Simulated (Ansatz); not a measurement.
# TaAg2Br6: the cost of one run

Program: Ansatz 0.2.0. Level of theory: DFT PBE, scalar-relativistic, plane waves, PAW. These are calculated values, not measurements.

## (1) The starting structure

The structure is cubic, space group Fm-3m (No. 225). The conventional cell has a = 10.046 Å, b = 10.046 Å, c = 10.046 Å, α = 90.00°, β = 90.00°, γ = 90.00°. Around Ta (site symmetry m-3m) lie 6 Br at 2.42 Å. Ag (site symmetry -43m) has 12 Br at 3.55 Å as nearest neighbours. Br (site symmetry 4mm) is surrounded by 1 Ta at 2.42 Å.

As a file:

```
Ta Ag Br
1.0
     0.00000    5.02321    5.02321
     5.02321    0.00000    5.02321
     5.02321    5.02321    0.00000
Ta Ag Br
1 2 6
Direct
  0.00000 0.00000 0.00000
  0.25000 0.25000 0.25000
  0.75000 0.75000 0.75000
  0.75888 0.24112 0.24112
  0.24112 0.75888 0.24112
  0.24112 0.24112 0.75888
  0.24112 0.75888 0.75888
  0.75888 0.24112 0.75888
  0.75888 0.75888 0.24112
```

The cell is invented: perovskite family, tilts a0a0a0, rock order on B (Fm-3m, No. 225). Lengths come from tabulated atomic sizes and are only a guess.

## (2) Probe: one point on a coarse mesh

input.yaml

```yaml
crystal:
  lattice:
    - [0.0, 5.02320727, 5.02320727]
    - [5.02320727, 0.0, 5.02320727]
    - [5.02320727, 5.02320727, 0.0]
  atoms:
    - { symbol: Ta, position: [0.0, 0.0, 0.0] }
    - { symbol: Ag, position: [0.25, 0.25, 0.25] }
    - { symbol: Ag, position: [0.75, 0.75, 0.75] }
    - { symbol: Br, position: [0.75888206, 0.24111794, 0.24111794] }
    - { symbol: Br, position: [0.24111794, 0.75888206, 0.24111794] }
    - { symbol: Br, position: [0.24111794, 0.24111794, 0.75888206] }
    - { symbol: Br, position: [0.24111794, 0.75888206, 0.75888206] }
    - { symbol: Br, position: [0.75888206, 0.24111794, 0.75888206] }
    - { symbol: Br, position: [0.75888206, 0.75888206, 0.24111794] }
basis:
  ecutwfc: 420
kpoints:
  mp_grid: { grid: [4, 4, 4] }
hamiltonian:
  xc: pbe
scf:
  occupations: { method: gaussian, width: 0.1 }
  lower_state_search: "off"
output:
  forces: true
  stress: true
  eigenvalues: true
```

The run is started by

```sh
$ ansatz run input.yaml --threads 1 --pin off --max-ram 2560MiB --backend cpu --events-out ev --progress --plain --runs-dir out
```

Q: Estimate wall time and peak memory on 1 thread of AMD EPYC 9R45 (Zen 5), shared host.

About 2.4 s, with a peak of 0.56 GiB.
